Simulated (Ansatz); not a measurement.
**C4H4O2Zr: basis-set convergence**

The task here is to estimate one member of a computed series from the others.

Computed with Ansatz 0.2.0, Gaussian basis. Level: one geometry, several basis sets.

Levels to be run: PBE0-D4/def2-SVP; ωB97M-V/def2-SVP; PBE0-D4/def2-QZVPP; ωB97M-V/def2-QZVPP; the functionals' def2-TZVPP values are taken from earlier runs.

### The relaxed structure

An earlier PBE0-D4 in a triple-zeta def2 set relaxation fixed the geometry. Zr takes the def2 core potential; no spin-orbit term is included.

SMILES `C#[C][Zr]([OH])([OH])[C]#C`, 11 atoms, charge 0, spin multiplicity 1.

Atoms are counted from 1 here; the program's logs count them from 0.

Bond lengths: C1–C2 1.216 Å, C1–H8 1.067 Å, C2–Zr3 2.200 Å, Zr3–O4 1.901 Å, Zr3–O5 1.901 Å, Zr3–C6 2.200 Å, O4–H9 0.953 Å, O5–H10 0.953 Å, C6–C7 1.216 Å, C7–H11 1.067 Å. Angles: C2–C1–H8 179.8°, C1–C2–Zr3 178.4°, C2–Zr3–O4 108.4°, C2–Zr3–O5 108.4°, C2–Zr3–C6 110.5°, O4–Zr3–O5 112.8°, O4–Zr3–C6 108.4°, O5–Zr3–C6 108.4°, Zr3–O4–H9 166.8°, Zr3–O5–H10 166.8°, Zr3–C6–C7 178.4°, C6–C7–H11 179.8°.

Geometry (Å):

```
C     0.5382   -0.9304   -2.9377
C     0.4096   -0.7413   -1.7438
Zr    0.1520   -0.3446    0.4044
O    -0.9865   -1.6834    1.1291
O     1.8693   -0.3176    1.2194
C    -0.7953    1.6158    0.7175
C    -1.3202    2.7033    0.8570
H     0.6493   -1.0927   -3.9864
H    -1.3841   -2.3978    1.6190
H     2.6490   -0.4695    1.7461
H    -1.7811    3.6584    0.9754
```

The first run:

File in.yaml:

```yaml
crystal:
  periodic: [false, false, false]
  atoms:
    - {symbol: C, position_ang: [0.538183, -0.930422, -2.937660]}
    - {symbol: C, position_ang: [0.409583, -0.741314, -1.743765]}
    - {symbol: Zr, position_ang: [0.152009, -0.344571, 0.404400]}
    - {symbol: O, position_ang: [-0.986537, -1.683419, 1.129060]}
    - {symbol: O, position_ang: [1.869273, -0.317622, 1.219391]}
    - {symbol: C, position_ang: [-0.795321, 1.615754, 0.717502]}
    - {symbol: C, position_ang: [-1.320239, 2.703261, 0.857047]}
    - {symbol: H, position_ang: [0.649272, -1.092699, -3.986446]}
    - {symbol: H, position_ang: [-1.384086, -2.397827, 1.618958]}
    - {symbol: H, position_ang: [2.648954, -0.469501, 1.746129]}
    - {symbol: H, position_ang: [-1.781081, 3.658380, 0.975365]}
basis:
  gaussian: {orbitals: def2-SVP}
hamiltonian: {xc: pbe0, dispersion: d4}
output: {orbitals: {seedname: orbitals}}
```

The run is started by

```sh
> ansatz run in.yaml --threads 4 --pin off --events-out ev --progress --plain --max-ram 11315MiB
```

Among the steps run: PBE0-D4 in def2-SVP; ωB97M-V in def2-SVP; PBE0-D4 in def2-QZVPP; ωB97M-V in def2-QZVPP.

One table of the session follows, with a row left open; its other results are not shown here.

It belongs to the step «Density functionals: the series». 

```
functional       basis  HOMO (eV)  LUMO (eV)
   PBE0-D4    def2-SVP      -7.68      -1.58
   PBE0-D4  def2-TZVPP      -7.77      -1.73
   PBE0-D4  def2-QZVPP      -7.80      -1.75
   ωB97M-V    def2-SVP      -9.89       0.40
   ωB97M-V  def2-TZVPP      -9.99       0.23
   ωB97M-V  def2-QZVPP          ?          ?
```

Q: Estimate the row for ωB97M-V, def2-QZVPP from the others.

**Answer.** HOMO (eV): -10.01; LUMO (eV): 0.19. In the column «HOMO (eV)» it is the lowest.
